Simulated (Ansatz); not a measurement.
**GeH₂Cl radical (SMILES [Cl][GeH2]): single points off equilibrium**

The atoms stand at a structure displaced at random from a GFN2-xTB minimum. How far do the functionals agree with CCSD(T) there?

The runs use Ansatz 0.2.0, Gaussian basis; single points in def2-TZVPP.

Correlated methods freeze the cores. Filled d shells of the heavier atoms are correlated. Orbitals are unrestricted.

## (1) The starting structure

4 atoms, charge 0, spin multiplicity 2.

Atoms are counted from 1 here; the program's logs count them from 0.

Bond lengths: Cl1–Ge2 2.130 Å, Ge2–H3 1.567 Å, Ge2–H4 1.607 Å. Angles: Cl1–Ge2–H3 102.0°, Cl1–Ge2–H4 102.8°, H3–Ge2–H4 100.6°.

Geometry (Å):

```xyz
4
charge 0, multiplicity 2
Cl   -1.52240    0.31450    0.97610
Ge    0.04790   -0.57400   -0.15520
H     0.08130    0.33300   -1.43230
H     1.36740   -0.06120    0.60480
```

## (2) CCSD(T)/def2-TZVPP

The input, run/in.yaml:

```yaml
crystal:
  periodic: [false, false, false]
  atoms:
    - {symbol: Cl, position_ang: [-1.522400, 0.314500, 0.976100]}
    - {symbol: Ge, position_ang: [0.047900, -0.574000, -0.155200]}
    - {symbol: H, position_ang: [0.081300, 0.333000, -1.432300]}
    - {symbol: H, position_ang: [1.367400, -0.061200, 0.604800]}
basis:
  gaussian: {orbitals: def2-TZVPP}
magnetization: {spin_polarized: true, initial_magnetization: 1}
correlation: {method: ccsd_t}
scf: {omitted_lower_state_checks: [cluster_reference]}
output: {forces: true}
```

The command line of these runs was not kept.

## (3) PBE0-D4/def2-TZVPP

run/in.yaml: that of step 2 with these lines changed.

```diff
@@ -10,4 +10,3 @@
 magnetization: {spin_polarized: true, initial_magnetization: 1}
-correlation: {method: ccsd_t}
-scf: {omitted_lower_state_checks: [cluster_reference]}
-output: {forces: true}
+hamiltonian: {xc: pbe0, dispersion: d4}
+output: {forces: true, orbitals: {seedname: orbitals}}
```

## (4) wB97M-V/def2-TZVPP

run/in.yaml: that of step 3 with these lines changed.

```diff
@@ -10,3 +10,3 @@
 magnetization: {spin_polarized: true, initial_magnetization: 1}
-hamiltonian: {xc: pbe0, dispersion: d4}
-output: {forces: true, orbitals: {seedname: orbitals}}
+hamiltonian: {xc: {name: wB97M-V}}
+output: {forces: true}
```

## (5) r2SCAN-D4/def2-TZVPP

run/in.yaml: that of step 4 with these lines changed.

```diff
@@ -10,3 +10,3 @@
 magnetization: {spin_polarized: true, initial_magnetization: 1}
-hamiltonian: {xc: {name: wB97M-V}}
+hamiltonian: {xc: r2scan, dispersion: d4}
 output: {forces: true}
```

## (6) PBE-D4/def2-TZVPP

run/in.yaml: that of step 5 with these lines changed.

```diff
@@ -10,3 +10,3 @@
 magnetization: {spin_polarized: true, initial_magnetization: 1}
-hamiltonian: {xc: r2scan, dispersion: d4}
+hamiltonian: {xc: pbe, dispersion: d4}
 output: {forces: true}
```

## (7) r2SCAN0-D4/def2-TZVPP

run/in.yaml: that of step 6 with these lines changed.

```diff
@@ -10,3 +10,3 @@
 magnetization: {spin_polarized: true, initial_magnetization: 1}
-hamiltonian: {xc: pbe, dispersion: d4}
+hamiltonian: {xc: {name: r2SCAN0}, dispersion: d4}
 output: {forces: true}
```

## (8) HSE06-D4/def2-TZVPP

run/in.yaml: that of step 7 with these lines changed.

```diff
@@ -10,3 +10,3 @@
 magnetization: {spin_polarized: true, initial_magnetization: 1}
-hamiltonian: {xc: {name: r2SCAN0}, dispersion: d4}
+hamiltonian: {xc: hse06, dispersion: d4}
 output: {forces: true}
```

(Steps that only read results are left out.)

Before running it: what results should come out? Wanted: energy less free atoms, CCSD(T)/def2-TZVPP; RMS force component; RMS force error; HOMO and LUMO, PBE0-D4; T1 diagnostic.

The runs gave:

```
                                  quantity                                                                                               value
energy less free atoms, CCSD(T)/def2-TZVPP                                                                                       -878.5 kJ/mol
                       RMS force component                                                                0.535 to 0.663 eV/Å over the methods
                           RMS force error  PBE0-D4 0.092, wB97M-V 0.044, r2SCAN-D4 0.081, PBE-D4 0.255, r2SCAN0-D4 0.075, HSE06-D4 0.095 eV/Å
                    HOMO and LUMO, PBE0-D4                                                                                  -7.13 and -3.82 eV
                             T1 diagnostic                                                                                               0.013
```

**Reading.** Against CCSD(T) the functionals' energies less atoms differ by -36.6 to -13.9 kJ/mol, PBE-D4 by -24.0 kJ/mol. CCSD(T) in triple zeta still lacks some correlation energy of the bonds, so part of these gaps is its own basis error and they don't rank the functionals. For forces wB97M-V does best and PBE-D4 worst. Frozen-core CCSD(T) forces in triple zeta carry basis errors of their own, and this is one geometry, so small gaps rank nothing.
